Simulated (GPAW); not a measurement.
Here is a GPAW 26.7.0 calculation.

File run.py:

```python
from ase import Atoms
from ase.dft.bandgap import bandgap
from ase.io import write
from ase.units import GPa
from ase.parallel import parprint
from gpaw import GPAW, PW

atoms = Atoms(['Bi', 'Bi', 'Te', 'Te', 'Te'],
              cell=[[2.193, 1.2661291403, 10.1656666667],
                    [-2.193, 1.2661291403, 10.1656666667],
                    [0.0, -2.5322582807, 10.1656666667]],
              scaled_positions=[[0.6, 0.6, 0.6],
                                [0.4, 0.4, 0.4],
                                [0.7905, 0.7905, 0.7905],
                                [0.2095, 0.2095, 0.2095],
                                [0.0, 0.0, 0.0]],
              pbc=True)

calc = GPAW(mode=PW(600),
            xc='MGGA_X_R2SCAN+MGGA_C_R2SCAN',
            kpts={'size': (5, 5, 5), 'gamma': True},
            occupations={'name': 'fermi-dirac', 'width': 0.05},
            nbands=39,
            convergence={'density': 1e-05, 'energy': 1e-05},
            maxiter=150,
            txt='gpaw.txt')
atoms.calc = calc
energy = atoms.get_potential_energy()
forces = atoms.get_forces()
stress = atoms.get_stress()
calc.write('gs.gpw')
write('result.traj', atoms)
parprint(f'Energy: {energy:.6f} eV')
parprint('Forces (eV/A):')
parprint(forces.round(4))
parprint('Stress (GPa):', (stress / GPa).round(3))
parprint('Fermi level:', round(calc.get_fermi_level(), 4), 'eV')
parprint(f'Gap: {bandgap(calc)[0]:.4f} eV, direct: {bandgap(calc, direct=True)[0]:.4f} eV')

path = atoms.cell.bandpath('GLB1,BZGX,QFP1Z,LP', npoints=60, eps=1e-4)
bs_calc = calc.fixed_density(kpts=path, symmetry='off', nbands=66,
                             convergence={'bands': 'CBM+6.0', 'eigenstates': 1e-6}, txt='bands.txt')
bs = bs_calc.band_structure()
bs.write('bs.json')
parprint(f'Gap on the path: {bandgap(bs_calc)[0]:.4f} eV')
```

Potentials or basis: GPAW PAW data sets (gpaw-data 1.2.1), pw.

The run is started by

```console
$ OMP_NUM_THREADS=1 mpirun -n 4 gpaw python run.py
```

Predict the band gap along the path.

0.49 eV, direct.

Predict the largest force.

0.287 eV/Å.

What does it give for the band gap on the k mesh?

0.49 eV, direct.

Predict the pressure.

1.2 GPa.

Levels at the corners of the path, in eV from the valence-band top:
```csv
point,band 22,band 23,band 24,band 25,band 26,band 27
Γ,-1.04,-1.04,0.00,0.49,0.66,0.66
L,-2.56,-1.09,-0.57,0.73,1.10,2.90
B1,-2.09,-1.11,-0.86,1.34,1.54,2.65
B,-2.09,-1.11,-0.86,1.34,1.54,2.65
Z,-1.34,-1.34,-0.41,0.96,1.15,1.15
Γ,-1.04,-1.04,0.00,0.49,0.66,0.66
X,-1.77,-1.49,-0.76,1.21,2.14,2.16
Q,-1.77,-1.49,-0.76,1.21,2.14,2.16
F,-1.91,-1.73,-1.07,0.97,1.65,2.11
P1,-1.54,-1.43,-1.31,1.29,1.44,1.74
Z,-1.34,-1.34,-0.41,0.96,1.15,1.15
L,-2.56,-1.09,-0.57,0.73,1.10,2.90
P,-1.54,-1.43,-1.31,1.29,1.44,1.74
```

Caveat: the PAW data sets were made with another functional, which shifts forces and pressure a little; spin-orbit coupling is left out, which as a rule narrows the gap of such compounds by several tenths of an eV; the program warned that so skewed a cell can give wrong results. r2SCAN opens gaps a little over a GGA but as a rule still falls short of measured ones.
